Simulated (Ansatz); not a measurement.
# YCu: straining the crystal, a shear that moves c along a

The task here is to estimate one member of a computed series from the others.

Method: DFT PBEsol, scalar-relativistic, plane waves, PAW, in Ansatz 0.2.0.

2 further runs of the same task are left out: 2 set aside as unsound or not needed.

## Starting point

Symmetry: Pm-3m, No. 221, cubic system. Conventional cell: a = 3.424 Å, b = 3.424 Å, c = 3.424 Å, α = 90.00°, β = 90.00°, γ = 90.00°. Around Y (site symmetry m-3m) lie 8 Cu at 2.97 Å. Cu (site symmetry m-3m) is surrounded by 8 Y at 2.97 Å.

As a file:

```
Y Cu
1.0
     3.42443    0.00000    0.00000
     0.00000    3.42443    0.00000
     0.00000    0.00000    3.42443
Y Cu
1 1
Direct
  0.00000 0.00000 0.00000
  0.50000 0.50000 0.50000
```

It goes back to an entry of the Materials Project, which need not be the stable form.

This cell was relaxed beforehand with the same method: volume 20.08 Å³/atom, gap on the mesh none (metal).

The unstrained cell comes from an earlier run at this level (2 atoms, E(σ→0) -10384.2966 eV, gap none (metal)).

The first run:

Input file input.yaml:

```yaml
crystal:
  lattice:
    - [3.4244335766, 0.0, 0.0]
    - [0.0, 3.4244335766, 0.0]
    - [0.0684886715, 0.0, 3.4244335766]
  atoms:
    - { symbol: "Y", position: [0.0, 0.0, 0.0] }
    - { symbol: Cu, position: [0.5, 0.5, 0.5] }
basis:
  ecutwfc: 420
kpoints:
  mp_grid: { grid: [12, 12, 12] }
hamiltonian:
  xc: pbesol
scf:
  occupations: { method: gaussian, width: 0.1 }
output:
  forces: true
  stress: true
  eigenvalues: true
```

Steps of the session up to this table: At +2.0 %; Strain +4.0 %; Strain +6.0 %; At +8.0 %; Strain +12.0 %.

One table of the session follows, with a row left open; its other results are not shown here.

It belongs to the step «Energy and stress against strain (a metal throughout)». Lengths are those of the vectors of the cell that was run; stresses in GPa:

| strain (%) | ΔE (meV/atom) | c (Å) |
| --- | --- | --- |
| +0.0 | 0.0 | 3.424 |
| +2.0 | 1.1 | 3.425 |
| +4.0 | 4.3 | 3.427 |
| +6.0 | 9.5 | 3.431 |
| +8.0 | ? | ? |
| +12.0 | 36.5 | 3.449 |

Q: Estimate the row for strain (%) = +8.0 from the others.

Worked estimate for «ΔE (meV/atom)». A straight line through the neighbours (6.0, 9.5) and (12.0, 36.5) gives 9.5 + (36.5 − 9.5) × (8.0 − 6.0) / (12.0 − 6.0) = 18.5; a parabola fitted to 3 rows on both sides gives 16.6.

As computed: ΔE (meV/atom): 16.6; c (Å): 3.435. In «ΔE (meV/atom)» the line misses by +1.9 and the parabola by 0.0.

ΔE is over the unstrained cell. Stress in GPa, positive in compression, on the Cartesian axes of the input. 
